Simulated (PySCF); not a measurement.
# C3H7NSi: core binding energies at several levels of theory, part 2 of 3

PySCF 2.14.0. Atoms count from 0.

### 5 Core-electron binding energies: PBE, X2C

Job settings and geometry (Å):

```
{"job": {"kind": "xps", "xc": "PBE"}, "charge": 0, "multiplicity": 1}
C      2.455934    -0.851174     0.132188
N      1.227904    -0.726565     0.400573
Si     0.087262     0.320563    -0.390596
C     -1.677857    -0.239269    -0.360004
C     -1.342731     0.884226     0.642289
H      2.988889    -0.294538    -0.668803
H      3.083773    -1.556028     0.708415
H      0.598167     1.163325    -1.507927
H     -1.894877    -1.223922     0.067841
H     -2.343069     0.021206    -1.190665
H     -1.350770     0.608297     1.702211
H     -1.792868     1.865011     0.453032
```

Level: delta-SCF UKS PBE, pcX-2 on the ionised atom, pcseg-1 elsewhere, spin-free X2C.

The program printed:

```text
ground state, core basis on atom 0 (C), 140 functions
  cycle   1  E = -462.85153670  |g| = 5.92e-01
  cycle   2  E = -462.46004207  |g| = 1.29e+00
  cycle   3  E = -462.93612306  |g| = 2.29e-01
  cycle   4  E = -462.94854230  |g| = 7.62e-02
  cycle   5  E = -462.94958755  |g| = 3.97e-02
  cycle   6  E = -462.95004348  |g| = 8.14e-03
  cycle   7  E = -462.95006216  |g| = 1.70e-03
  cycle   8  E = -462.95006433  |g| = 3.19e-04
  E(ground) = -462.94976225 Eh
hole in C 1s of atom 0
  cycle   1  E = -451.68917503  |g| = 1.52e+00
  cycle   2  E = -449.60082026  |g| = 2.38e+00
  cycle   3  E = -451.86254745  |g| = 8.13e-01
  cycle   4  E = -451.72631208  |g| = 9.10e-01
  cycle   5  E = -452.24103274  |g| = 1.79e-01
  cycle   6  E = -452.24630053  |g| = 1.74e-01
  cycle   7  E = -452.26995401  |g| = 3.60e-02
  cycle   8  E = -452.27009660  |g| = 2.76e-02
  cycle   9  E = -452.27070563  |g| = 4.28e-03
  cycle  10  E = -452.27071929  |g| = 1.69e-03
  cycle  11  E = -452.27072203  |g| = 7.09e-04
  cycle  12  E = -452.27072310  |g| = 2.44e-04
  E(ion) = -452.27043899 Eh   <S^2> = 0.8007   hole on atom = 1.000   binding energy = 290.599 eV
ground state, core basis on atom 1 (N), 140 functions
  cycle   1  E = -462.96162428  |g| = 9.43e-02
  cycle   2  E = -462.95983304  |g| = 9.54e-02
  cycle   3  E = -462.96000032  |g| = 9.14e-02
  cycle   4  E = -462.96186869  |g| = 6.04e-03
  cycle   5  E = -462.96188021  |g| = 2.01e-03
  cycle   6  E = -462.96188161  |g| = 4.02e-04
  E(ground) = -462.96156041 Eh
hole in N 1s of atom 1
  cycle   1  E = -447.41539958  |g| = 1.88e+00
  cycle   2  E = -445.17149569  |g| = 2.60e+00
  cycle   3  E = -447.61380709  |g| = 9.15e-01
  cycle   4  E = -447.58083892  |g| = 8.78e-01
  cycle   5  E = -448.07111162  |g| = 2.67e-01
  cycle   6  E = -448.11130670  |g| = 1.84e-01
  cycle   7  E = -448.12817823  |g| = 6.72e-02
  cycle   8  E = -448.13179775  |g| = 9.35e-03
  cycle   9  E = -448.13183779  |g| = 5.75e-03
  cycle  10  E = -448.13187069  |g| = 1.22e-03
  cycle  11  E = -448.13187712  |g| = 1.14e-03
  cycle  12  E = -448.13188204  |g| = 4.41e-04
  E(ion) = -448.13163243 Eh   <S^2> = 0.7703   hole on atom = 1.000   binding energy = 403.543 eV
ground state, core basis on atom 2 (Si), 151 functions
  cycle   1  E = -463.02057014  |g| = 2.70e-01
  cycle   2  E = -463.01968405  |g| = 8.51e-02
  cycle   3  E = -463.01627282  |g| = 1.45e-01
  cycle   4  E = -463.02079877  |g| = 3.46e-02
  cycle   5  E = -463.02105350  |g| = 9.02e-03
  cycle   6  E = -463.02107715  |g| = 2.12e-03
  cycle   7  E = -463.02107796  |g| = 4.11e-04
  E(ground) = -463.02088850 Eh
hole in Si 1s of atom 2
  cycle   1  E = -394.19922750  |g| = 4.42e+00
  cycle   2  E = -393.66871407  |g| = 2.55e+00
  cycle   3  E = -394.30397567  |g| = 1.23e+00
  cycle   4  E = -395.12074313  |g| = 5.54e-01
  cycle   5  E = -395.20345229  |g| = 4.37e-01
  cycle   6  E = -395.28739281  |g| = 9.24e-02
  cycle   7  E = -395.29115845  |g| = 3.59e-02
  cycle   8  E = -395.29177268  |g| = 1.29e-02
  cycle   9  E = -395.29186283  |g| = 3.47e-03
  cycle  10  E = -395.29187041  |g| = 4.56e-04
  E(ion) = -395.29169372 Eh   <S^2> = 0.7516   hole on atom = 1.000   binding energy = 1843.005 eV
hole in Si 2p of atom 2
  cycle   1  E = -458.78540664  |g| = 1.24e+00
  cycle   2  E = -458.23955914  |g| = 1.47e+00
  cycle   3  E = -458.99041383  |g| = 4.55e-01
  cycle   4  E = -459.10470334  |g| = 1.81e-01
  cycle   5  E = -459.11383534  |g| = 1.32e-01
  cycle   6  E = -459.12103651  |g| = 3.94e-02
  cycle   7  E = -459.12184730  |g| = 6.65e-03
  cycle   8  E = -459.12186742  |g| = 2.79e-03
  cycle   9  E = -459.12187079  |g| = 5.53e-04
  cycle  10  E = -459.12187117  |g| = 6.43e-05
  E(ion) = -459.12169703 Eh   <S^2> = 0.7516   hole on atom = 1.002   binding energy = 106.102 eV
  2p3/2 = 105.877 eV   2p1/2 = 106.500 eV
ground state, core basis on atom 3 (C), 140 functions
  cycle   1  E = -462.94935302  |g| = 7.48e-02
  cycle   2  E = -462.94922688  |g| = 3.22e-02
  cycle   3  E = -462.94920568  |g| = 3.46e-02
  cycle   4  E = -462.94949951  |g| = 9.16e-03
  cycle   5  E = -462.94952469  |g| = 2.03e-03
  cycle   6  E = -462.94952517  |g| = 6.30e-04
  cycle   7  E = -462.94952565  |g| = 2.32e-04
  E(ground) = -462.94926466 Eh
hole in C 1s of atom 3
  cycle   1  E = -451.74389300  |g| = 1.53e+00
  cycle   2  E = -450.12776695  |g| = 2.32e+00
  cycle   3  E = -452.22699500  |g| = 4.26e-01
  cycle   4  E = -452.24599724  |g| = 3.91e-01
  cycle   5  E = -452.31147523  |g| = 1.58e-01
  cycle   6  E = -452.32176224  |g| = 5.47e-02
  cycle   7  E = -452.32325061  |g| = 1.04e-02
  cycle   8  E = -452.32330959  |g| = 3.93e-03
  cycle   9  E = -452.32331839  |g| = 1.26e-03
  cycle  10  E = -452.32331860  |g| = 4.78e-04
  E(ion) = -452.32309074 Eh   <S^2> = 0.7622   hole on atom = 1.000   binding energy = 289.153 eV
```

It took 19 s on 1 thread of Arm Neoverse V1, shared host; peak memory 0.54 GiB.

Binding energies by hole, beside the orbital energy of the ground state; the difference holds orbital relaxation and, for a density functional, its self-interaction error:

```
       hole  stands for                                        environment  ΔSCF (eV; 2p as the shell's mean)  −ε (eV)   ⟨S²⟩
  C1s on C0          C0                                         C=N carbon                             290.60    270.5  0.801
  N1s on N1          N1                                     imine nitrogen                             403.54    380.6  0.770
Si1s on Si2         Si2  silicon bonded to 2 C, N, H, in a 3-membered ring                            1843.01   1783.4  0.752
Si2p on Si2         Si2  silicon bonded to 2 C, N, H, in a 3-membered ring                             106.08     94.0  0.752
  C1s on C3      C3, C4                         three-membered-ring carbon                             289.15    269.0  0.762
```

Each hole run stands for the others of its class of like atoms.

With the spin-orbit splitting: Si2 2p3/2 105.88, 2p1/2 106.50 eV. The table gives each 2p level as the mean over the whole 2p shell (two parts 2p3/2, one part 2p1/2), which differs a little from the single hole in the log.

### 6 X-ray photoelectron lines: HF, X2C

The job, as its differences from that of step 5:

```diff
@@ -1,2 +1,2 @@
-{"job": {"kind": "xps", "xc": "PBE"}, "charge": 0, "multiplicity": 1}
+{"job": {"kind": "xps", "xc": "HF"}, "charge": 0, "multiplicity": 1}
 C      2.455934    -0.851174     0.132188
```

Method: delta-SCF UKS HF, pcX-2 on the ionised atom, pcseg-1 elsewhere, spin-free X2C.

The program printed:

```text
ground state, core basis on atom 0 (C), 140 functions
  cycle   1  E = -461.51088548  |g| = 4.34e-01
  cycle   2  E = -461.56879109  |g| = 2.12e-01
  cycle   3  E = -461.57878374  |g| = 7.52e-02
  cycle   4  E = -461.58061528  |g| = 1.70e-02
  cycle   5  E = -461.58072415  |g| = 5.01e-03
  cycle   6  E = -461.58074444  |g| = 2.25e-03
  cycle   7  E = -461.58074815  |g| = 7.75e-04
  cycle   8  E = -461.58074857  |g| = 1.67e-04
  E(ground) = -461.58074857 Eh
hole in C 1s of atom 0
  cycle   1  E = -450.27283098  |g| = 1.48e+00
  cycle   2  E = -450.47486446  |g| = 9.92e-01
  cycle   3  E = -450.82321949  |g| = 1.82e-01
  cycle   4  E = -450.84158144  |g| = 5.31e-02
  cycle   5  E = -450.84449497  |g| = 3.01e-02
  cycle   6  E = -450.84670864  |g| = 2.16e-02
  cycle   7  E = -450.84825333  |g| = 1.90e-02
  cycle   8  E = -450.85003584  |g| = 1.76e-02
  cycle   9  E = -450.85285264  |g| = 1.15e-02
  cycle  10  E = -450.85419616  |g| = 5.54e-03
  cycle  11  E = -450.85407630  |g| = 4.99e-03
  cycle  12  E = -450.85425060  |g| = 1.76e-03
  cycle  13  E = -450.85425662  |g| = 1.12e-03
  cycle  14  E = -450.85426596  |g| = 5.87e-04
  cycle  15  E = -450.85426678  |g| = 4.78e-04
  E(ion) = -450.85426678 Eh   <S^2> = 1.1603   hole on atom = 1.000   binding energy = 291.882 eV
ground state, core basis on atom 1 (N), 140 functions
  cycle   1  E = -461.59499663  |g| = 3.32e-02
  cycle   2  E = -461.59510366  |g| = 9.22e-03
  cycle   3  E = -461.59511665  |g| = 5.48e-03
  cycle   4  E = -461.59512287  |g| = 3.98e-04
  E(ground) = -461.59512287 Eh
hole in N 1s of atom 1
  cycle   1  E = -446.03148718  |g| = 1.84e+00
  cycle   2  E = -446.38842378  |g| = 1.13e+00
  cycle   3  E = -446.73939892  |g| = 1.39e-01
  cycle   4  E = -446.74729383  |g| = 3.56e-02
  cycle   5  E = -446.74832966  |g| = 1.97e-02
  cycle   6  E = -446.74927351  |g| = 1.15e-02
  cycle   7  E = -446.74978346  |g| = 7.68e-03
  cycle   8  E = -446.75006710  |g| = 4.61e-03
  cycle   9  E = -446.75018965  |g| = 1.94e-03
  cycle  10  E = -446.75020914  |g| = 8.79e-04
  cycle  11  E = -446.75021173  |g| = 5.08e-04
  cycle  12  E = -446.75021287  |g| = 3.26e-04
  E(ion) = -446.75021287 Eh   <S^2> = 0.8435   hole on atom = 1.000   binding energy = 403.951 eV
ground state, core basis on atom 2 (Si), 151 functions
  cycle   1  E = -461.65366935  |g| = 7.68e-02
  cycle   2  E = -461.65397064  |g| = 1.51e-02
  cycle   3  E = -461.65400331  |g| = 8.71e-03
  cycle   4  E = -461.65401961  |g| = 1.17e-03
  cycle   5  E = -461.65402016  |g| = 4.26e-04
  E(ground) = -461.65402016 Eh
hole in Si 1s of atom 2
  cycle   1  E = -392.71365341  |g| = 4.32e+00
  cycle   2  E = -393.63393478  |g| = 1.05e+00
  cycle   3  E = -393.76320216  |g| = 1.35e-01
  cycle   4  E = -393.77063161  |g| = 4.00e-02
  cycle   5  E = -393.77148253  |g| = 7.95e-03
  cycle   6  E = -393.77156547  |g| = 4.92e-03
  cycle   7  E = -393.77159892  |g| = 2.65e-03
  cycle   8  E = -393.77162092  |g| = 1.79e-03
  cycle   9  E = -393.77163524  |g| = 1.17e-03
  cycle  10  E = -393.77164396  |g| = 7.08e-04
  cycle  11  E = -393.77164658  |g| = 5.66e-04
  cycle  12  E = -393.77164812  |g| = 4.91e-04
  E(ion) = -393.77164812 Eh   <S^2> = 0.7581   hole on atom = 1.000   binding energy = 1847.173 eV
hole in Si 2p of atom 2
  cycle   1  E = -457.42481995  |g| = 1.21e+00
  cycle   2  E = -457.69821649  |g| = 4.55e-01
  cycle   3  E = -457.75068750  |g| = 5.50e-02
  cycle   4  E = -457.75253681  |g| = 2.32e-02
  cycle   5  E = -457.75303495  |g| = 1.03e-02
  cycle   6  E = -457.75326304  |g| = 7.60e-03
  cycle   7  E = -457.75344180  |g| = 4.86e-03
  cycle   8  E = -457.75356480  |g| = 2.64e-03
  cycle   9  E = -457.75360374  |g| = 1.42e-03
  cycle  10  E = -457.75361257  |g| = 1.10e-03
  cycle  11  E = -457.75361740  |g| = 9.80e-04
  cycle  12  E = -457.75362586  |g| = 7.76e-04
  cycle  13  E = -457.75363534  |g| = 4.53e-04
  E(ion) = -457.75363534 Eh   <S^2> = 0.7897   hole on atom = 1.002   binding energy = 106.135 eV
  2p3/2 = 105.929 eV   2p1/2 = 106.523 eV
ground state, core basis on atom 3 (C), 140 functions
  cycle   1  E = -461.58167126  |g| = 2.89e-02
  cycle   2  E = -461.58179318  |g| = 5.25e-03
  cycle   3  E = -461.58180209  |g| = 2.41e-03
  cycle   4  E = -461.58180395  |g| = 5.93e-04
  cycle   5  E = -461.58180418  |g| = 2.02e-04
  E(ground) = -461.58180418 Eh
hole in C 1s of atom 3
  cycle   1  E = -450.36641946  |g| = 1.50e+00
  cycle   2  E = -450.70005724  |g| = 8.45e-01
  cycle   3  E = -450.93895600  |g| = 1.08e-01
  cycle   4  E = -450.94446057  |g| = 2.29e-02
  cycle   5  E = -450.94521714  |g| = 1.43e-02
  cycle   6  E = -450.94563186  |g| = 7.80e-03
  cycle   7  E = -450.94578417  |g| = 3.08e-03
  cycle   8  E = -450.94580711  |g| = 1.54e-03
  cycle   9  E = -450.94581022  |g| = 5.52e-04
  cycle  10  E = -450.94581107  |g| = 3.30e-04
  E(ion) = -450.94581107 Eh   <S^2> = 0.7934   hole on atom = 1.000   binding energy = 289.420 eV
```

It took 22 s on 1 thread of Arm Neoverse V1, shared host; peak memory 0.54 GiB.

Binding energies by hole, beside the orbital energy of the ground state; the difference holds orbital relaxation and, for a density functional, its self-interaction error:

| hole | stands for | environment | ΔSCF (eV; 2p as the shell's mean) | −ε (eV) | ⟨S²⟩ |
| --- | --- | --- | --- | --- | --- |
| C1s on C0 | C0 | C=N carbon | 291.88 (doubtful) | 307.7 | 1.160 |
| N1s on N1 | N1 | imine nitrogen | 403.95 | 423.5 | 0.843 |
| Si1s on Si2 | Si2 | silicon bonded to 2 C, N, H, in a 3-membered ring | 1847.17 | 1876.0 | 0.758 |
| Si2p on Si2 | Si2 | silicon bonded to 2 C, N, H, in a 3-membered ring | 106.13 | 115.1 | 0.790 |
| C1s on C3 | C3, C4 | three-membered-ring carbon | 289.42 | 305.2 | 0.793 |

Each hole run stands for the others of its class of like atoms.

Doubtful: the ion did not converge, its hole moved, or its ⟨S²⟩ is well above 0.75. Rows just under that mark are hardly safer.

With the spin-orbit splitting: Si2 2p3/2 105.93, 2p1/2 106.52 eV. The table gives each 2p level as the mean over the whole 2p shell (two parts 2p3/2, one part 2p1/2), which differs a little from the single hole in the log.

### 7 Core-electron binding energies: SCAN, X2C

The job, as its differences from that of step 6:

```diff
@@ -1,2 +1,2 @@
-{"job": {"kind": "xps", "xc": "HF"}, "charge": 0, "multiplicity": 1}
+{"job": {"kind": "xps", "basis": "pcX-1"}, "charge": 0, "multiplicity": 1}
 C      2.455934    -0.851174     0.132188
```

With the program's defaults for keys left out, this is: delta-SCF UKS SCAN, pcX-1 on the ionised atom, pcseg-1 elsewhere, spin-free X2C.

The program printed:

```text
ground state, core basis on atom 0 (C), 119 functions
  cycle   1  E = -463.10905553  |g| = 5.95e-01
  cycle   2  E = -462.82090202  |g| = 1.15e+00
  cycle   3  E = -463.19583611  |g| = 1.86e-01
  cycle   4  E = -463.20394258  |g| = 6.10e-02
  cycle   5  E = -463.20472632  |g| = 2.84e-02
  cycle   6  E = -463.20495718  |g| = 7.65e-03
  cycle   7  E = -463.20497261  |g| = 1.66e-03
  cycle   8  E = -463.20497418  |g| = 6.69e-04
  cycle   9  E = -463.20497565  |g| = 1.10e-04
  E(ground) = -463.24594994 Eh
hole in C 1s of atom 0
  cycle   1  E = -451.90517435  |g| = 1.50e+00
  cycle   2  E = -450.28127538  |g| = 2.11e+00
  cycle   3  E = -452.11656530  |g| = 7.73e-01
  cycle   4  E = -452.22474318  |g| = 6.44e-01
  cycle   5  E = -452.46658780  |g| = 1.72e-01
  cycle   6  E = -452.48616482  |g| = 8.09e-02
  cycle   7  E = -452.49158336  |g| = 1.46e-02
  cycle   8  E = -452.49172056  |g| = 8.99e-03
  cycle   9  E = -452.49181127  |g| = 5.02e-03
  cycle  10  E = -452.49186346  |g| = 2.46e-03
  cycle  11  E = -452.49187287  |g| = 1.23e-03
  cycle  12  E = -452.49187372  |g| = 2.66e-04
  E(ion) = -452.53151256 Eh   <S^2> = 0.8631   hole on atom = 1.000   binding energy = 291.555 eV
ground state, core basis on atom 1 (N), 119 functions
  cycle   1  E = -463.20574053  |g| = 6.56e-02
  cycle   2  E = -463.20163240  |g| = 1.47e-01
  cycle   3  E = -463.20659966  |g| = 1.11e-02
  cycle   4  E = -463.20662518  |g| = 4.92e-03
  cycle   5  E = -463.20663169  |g| = 1.55e-03
  cycle   6  E = -463.20663220  |g| = 5.02e-04
  cycle   7  E = -463.20663466  |g| = 1.49e-04
  E(ground) = -463.24617387 Eh
hole in N 1s of atom 1
  cycle   1  E = -447.62933447  |g| = 1.86e+00
  cycle   2  E = -445.79505320  |g| = 2.33e+00
  cycle   3  E = -447.86014982  |g| = 8.89e-01
  cycle   4  E = -448.22388759  |g| = 4.72e-01
  cycle   5  E = -448.30527249  |g| = 2.32e-01
  cycle   6  E = -448.33850893  |g| = 7.98e-02
  cycle   7  E = -448.34403092  |g| = 2.18e-02
  cycle   8  E = -448.34445297  |g| = 7.76e-03
  cycle   9  E = -448.34451596  |g| = 4.54e-03
  cycle  10  E = -448.34457852  |g| = 3.08e-03
  cycle  11  E = -448.34462746  |g| = 2.81e-03
  cycle  12  E = -448.34468141  |g| = 2.54e-03
  cycle  13  E = -448.34471369  |g| = 2.53e-03
  cycle  14  E = -448.34472580  |g| = 1.38e-03
  cycle  15  E = -448.34472736  |g| = 8.62e-04
  cycle  16  E = -448.34472737  |g| = 2.83e-04
  E(ion) = -448.38299261 Eh   <S^2> = 0.8518   hole on atom = 1.000   binding energy = 404.448 eV
ground state, core basis on atom 2 (Si), 131 functions
  cycle   1  E = -463.30417700  |g| = 1.84e-01
  cycle   2  E = -463.30249639  |g| = 9.83e-02
  cycle   3  E = -463.29992686  |g| = 1.41e-01
  cycle   4  E = -463.30465437  |g| = 9.95e-03
  cycle   5  E = -463.30467162  |g| = 4.45e-03
  cycle   6  E = -463.30467718  |g| = 5.99e-04
  cycle   7  E = -463.30467608  |g| = 3.80e-04
  E(ground) = -463.30344422 Eh
hole in Si 1s of atom 2
  cycle   1  E = -394.37826418  |g| = 4.35e+00
  cycle   2  E = -394.32290419  |g| = 2.20e+00
  cycle   3  E = -394.83559571  |g| = 9.71e-01
  cycle   4  E = -395.35381058  |g| = 3.92e-01
  cycle   5  E = -395.40952598  |g| = 2.52e-01
  cycle   6  E = -395.43829744  |g| = 6.32e-02
  cycle   7  E = -395.44000512  |g| = 2.23e-02
  cycle   8  E = -395.44025574  |g| = 8.72e-03
  cycle   9  E = -395.44029286  |g| = 3.54e-03
  cycle  10  E = -395.44030008  |g| = 5.38e-04
  cycle  11  E = -395.44030103  |g| = 2.00e-04
  E(ion) = -395.44708150 Eh   <S^2> = 0.7528   hole on atom = 1.000   binding energy = 1846.466 eV
hole in Si 2p of atom 2
  cycle   1  E = -459.03511794  |g| = 1.24e+00
  cycle   2  E = -458.76103157  |g| = 1.22e+00
  cycle   3  E = -459.27502343  |g| = 3.74e-01
  cycle   4  E = -459.35475890  |g| = 1.35e-01
  cycle   5  E = -459.36031956  |g| = 8.87e-02
  cycle   6  E = -459.36380217  |g| = 2.64e-02
  cycle   7  E = -459.36415636  |g| = 4.86e-03
  cycle   8  E = -459.36416100  |g| = 3.86e-03
  cycle   9  E = -459.36417153  |g| = 4.74e-04
  E(ion) = -459.37412739 Eh   <S^2> = 0.7541   hole on atom = 1.002   binding energy = 106.922 eV
  2p3/2 = 106.757 eV   2p1/2 = 107.380 eV
ground state, core basis on atom 3 (C), 119 functions
  cycle   1  E = -463.20455602  |g| = 4.70e-02
  cycle   2  E = -463.20392433  |g| = 6.36e-02
  cycle   3  E = -463.20508778  |g| = 1.11e-02
  cycle   4  E = -463.20511408  |g| = 5.39e-03
  cycle   5  E = -463.20512254  |g| = 1.46e-03
  cycle   6  E = -463.20512522  |g| = 5.77e-04
  cycle   7  E = -463.20512532  |g| = 1.69e-04
  E(ground) = -463.24620653 Eh
hole in C 1s of atom 3
  cycle   1  E = -451.96974803  |g| = 1.51e+00
  cycle   2  E = -451.20460831  |g| = 1.86e+00
  cycle   3  E = -452.50198355  |g| = 3.46e-01
  cycle   4  E = -452.54624697  |g| = 1.17e-01
  cycle   5  E = -452.55132066  |g| = 6.90e-02
  cycle   6  E = -452.55357313  |g| = 2.77e-02
  cycle   7  E = -452.55392779  |g| = 5.14e-03
  cycle   8  E = -452.55394894  |g| = 2.00e-03
  cycle   9  E = -452.55395166  |g| = 1.35e-03
  cycle  10  E = -452.55395324  |g| = 5.24e-04
  cycle  11  E = -452.55395366  |g| = 1.45e-04
  E(ion) = -452.59384456 Eh   <S^2> = 0.7709   hole on atom = 1.000   binding energy = 289.866 eV
```

It took 26 s on 1 thread of Arm Neoverse V1, shared host; peak memory 0.54 GiB.

Binding energies by hole, beside the orbital energy of the ground state; the difference holds orbital relaxation and, for a density functional, its self-interaction error:

```
       hole  stands for                                        environment  ΔSCF (eV; 2p as the shell's mean)  −ε (eV)   ⟨S²⟩
  C1s on C0          C0                                         C=N carbon                  291.55 (doubtful)    275.1  0.863
  N1s on N1          N1                                     imine nitrogen                  404.45 (doubtful)    385.7  0.852
Si1s on Si2         Si2  silicon bonded to 2 C, N, H, in a 3-membered ring                            1846.47   1793.4  0.753
Si2p on Si2         Si2  silicon bonded to 2 C, N, H, in a 3-membered ring                             106.96     96.3  0.754
  C1s on C3      C3, C4                         three-membered-ring carbon                             289.87    273.4  0.771
```

Each hole run stands for the others of its class of like atoms.

Doubtful: the ion did not converge, its hole moved, or its ⟨S²⟩ is well above 0.75.

With the spin-orbit splitting: Si2 2p3/2 106.76, 2p1/2 107.38 eV. The table gives each 2p level as the mean over the whole 2p shell (two parts 2p3/2, one part 2p1/2), which differs a little from the single hole in the log.

[end of part 2 of 3]
